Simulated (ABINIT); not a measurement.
# InSb3: relaxation of cell and atoms with PBEsol

InSb3:

```
Sb In
1.0
     4.80637    0.00000    0.00000
     0.00000    4.80637    0.00000
     0.00000    0.00000    4.80637
Sb In
3 1
Direct
  0.50000 0.50000 0.00000
  0.00000 0.50000 0.50000
  0.50000 0.00000 0.50000
  0.00000 0.00000 0.00000
```

The cell comes from a database or a generator and needn't be the stable form of this composition.

| Property | Result |
| --- | --- |
| Program | ABINIT 10.8.3 (patched build) |
| Task | relaxation of cell and atoms |
| Functional | PBEsol |
| Potentials or basis | PseudoDojo NC SR PBEsol v0.4.1 standard |
| Cutoff | 1088 eV |
| k mesh | 4 × 4 × 4 |
| Occupations | fermi-dirac, width 0.05 eV |
| Spin | no spin polarisation |
| Cell freedom (optcell) | 2 |
| Optimiser (ionmov) | 2 |
| Cutoff smearing ecutsm (Ha) | 0.5 |
| Force stop (Ha/bohr) | 2e-05 |

The relaxed volume is 26.63 Å³/atom, the relaxed cell is a = 4.740 Å, b = 4.740 Å, c = 4.740 Å, α = 90.00°, β = 90.00°, γ = 90.00° and the space group after relaxing (to 0.05 Å) is Pm-3m (No. 221). The energy gained by relaxing is 8.6 meV/atom. The ionic steps are 5 and the pressure after relaxing is 0.0 GPa. The band gap on the k mesh is none (metal or under the smearing width).

The path:
| step | energy change (eV) | largest force (eV/Å) | pressure (GPa) | volume (Å³) |
| --- | --- | --- | --- | --- |
| 1 | 0.0000 | 0.0000 | -2.35 | 111.03 |
| 2 | -0.0107 | 0.0000 | -1.97 | 110.24 |
| 3 | -0.0343 | 0.0000 | 0.14 | 106.27 |
| 4 | -0.0344 | 0.0000 | -0.01 | 106.52 |
| 5 | -0.0344 | 0.0000 | 0.00 | 106.51 |

Final structure:
```yaml
crystal:
  lattice:
    - [4.74015, 0.00000, 0.00000]
    - [0.00000, 4.74015, 0.00000]
    - [0.00000, 0.00000, 4.74015]
  atoms:
    - { symbol: Sb, position: [0.50000, 0.50000, 0.00000] }
    - { symbol: Sb, position: [0.00000, 0.50000, 0.50000] }
    - { symbol: Sb, position: [0.50000, 0.00000, 0.50000] }
    - { symbol: In, position: [0.00000, 0.00000, 0.00000] }
```

It took 12 min on 1 thread of Arm Neoverse V1, with other jobs on the host, peak memory 0.18 GiB.

The run has no spin-orbit coupling, so splittings on Sb are missing.
